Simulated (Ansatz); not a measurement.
# C₂H₆BFS: one species, many methods

Aim: compute C₂H₆BFS with functionals from several rungs and with coupled cluster, and see how far each lands from CCSD(T) at the basis-set limit for the atomisation energy.

The runs use Ansatz 0.2.0, Gaussian basis; functionals in def2-TZVPP, the program's frozen cores in correlated methods.

The runs, in order: PBE-D4, r2SCAN-D4, PBE0-D4, B3LYP-D4, ωB97X-V, ωB97M-V, B2PLYP; CCSD(T)/def2-TZVPP; MP2/def2-QZVPP; extrapolation to the limit.

## 1. The relaxed structure

All runs share one geometry, relaxed beforehand with PBE0-D4 in a triple-zeta def2 set.

SMILES `FCCBS`, 11 atoms, charge 0, spin multiplicity 1.

Atoms are counted from 1 here; the program's logs count them from 0.

Bond lengths: F1–C2 1.388 Å, C2–C3 1.511 Å, C2–H6 1.094 Å, C2–H7 1.094 Å, C3–B4 1.566 Å, C3–H8 1.094 Å, C3–H9 1.101 Å, B4–S5 1.774 Å, B4–H10 1.196 Å, S5–H11 1.346 Å. Angles: F1–C2–C3 109.6°, F1–C2–H6 107.4°, F1–C2–H7 107.1°, C3–C2–H6 111.3°, C3–C2–H7 112.1°, H6–C2–H7 109.1°, C2–C3–B4 113.3°, C2–C3–H8 110.1°, C2–C3–H9 107.3°, B4–C3–H8 113.3°, B4–C3–H9 106.1°, H8–C3–H9 106.3°, C3–B4–S5 125.1°, C3–B4–H10 121.0°, S5–B4–H10 113.9°, B4–S5–H11 98.9°.

## 2. PBE-D4 (GGA)

Input file in.yaml:

```yaml
crystal:
  periodic: [false, false, false]
  atoms:
    - {symbol: F, position_ang: [-0.902927, 1.875079, 0.100954]}
    - {symbol: C, position_ang: [-0.217836, 1.065282, 0.995416]}
    - {symbol: C, position_ang: [-0.095452, -0.329007, 0.426968]}
    - {symbol: B, position_ang: [0.699569, -0.380548, -0.921555]}
    - {symbol: S, position_ang: [0.312456, -1.434646, -2.294320]}
    - {symbol: H, position_ang: [0.766222, 1.515277, 1.157454]}
    - {symbol: H, position_ang: [-0.776283, 1.078981, 1.935894]}
    - {symbol: H, position_ang: [-1.082336, -0.797661, 0.365085]}
    - {symbol: H, position_ang: [0.484958, -0.926498, 1.146846]}
    - {symbol: H, position_ang: [1.679323, 0.286559, -1.084754]}
    - {symbol: H, position_ang: [-0.802293, -2.009819, -1.807289]}
basis:
  gaussian: {orbitals: def2-TZVPP}
hamiltonian: {xc: pbe, dispersion: d4}
output: {forces: true, orbitals: {seedname: orbitals}}
```

The run is started by

```
$ ansatz run in.yaml --threads 4 --pin off --events-out ev --progress --plain --max-ram 10444MiB
```

Further steps of the session: r2SCAN-D4 (meta-GGA); PBE0-D4 (hybrid); B3LYP-D4 (hybrid); ωB97X-V (range-separated); ωB97M-V (range-separated); B2PLYP (double hybrid); CCSD(T) in def2-TZVPP; MP2 in def2-QZVPP.

**Question.** What will the summary of the whole plan be? Wanted: atomisation energy, CCSD(T)/CBS; farthest; mean size of error, hybrid; mean size of error, range-separated; gap, smallest and largest; T1 diagnostic; triples share of the correlation energy.

As calculated:

```
                               quantity                                 value
        atomisation energy, CCSD(T)/CBS                         4105.7 kJ/mol
 functionals within 20.5 kJ/mol (0.5 %)                              B3LYP-D4
                               farthest                PBE-D4 (+104.4 kJ/mol)
             mean size of error, hybrid                           25.3 kJ/mol
    mean size of error, range-separated                           28.1 kJ/mol
              gap, smallest and largest  5.18 eV (PBE-D4), 11.87 eV (ωB97X-V)
                          T1 diagnostic                                0.0125
triples share of the correlation energy                                 3.7 %
```

**Reading.** PBE-D4 misses by +104.4 kJ/mol. Double hybrids carry the basis error of their MP2 part in triple zeta, and no dispersion term here, so their miss is partly the set-up's. The reference freezes the cores and leaves out relativity and excitations past (T), so misses under about 20.5 kJ/mol can't be ranked. Hartree-Fock recovers 75 % of the binding; the rest is correlation. Orbital gaps span 5.2 to 11.9 eV; exact exchange widens them.
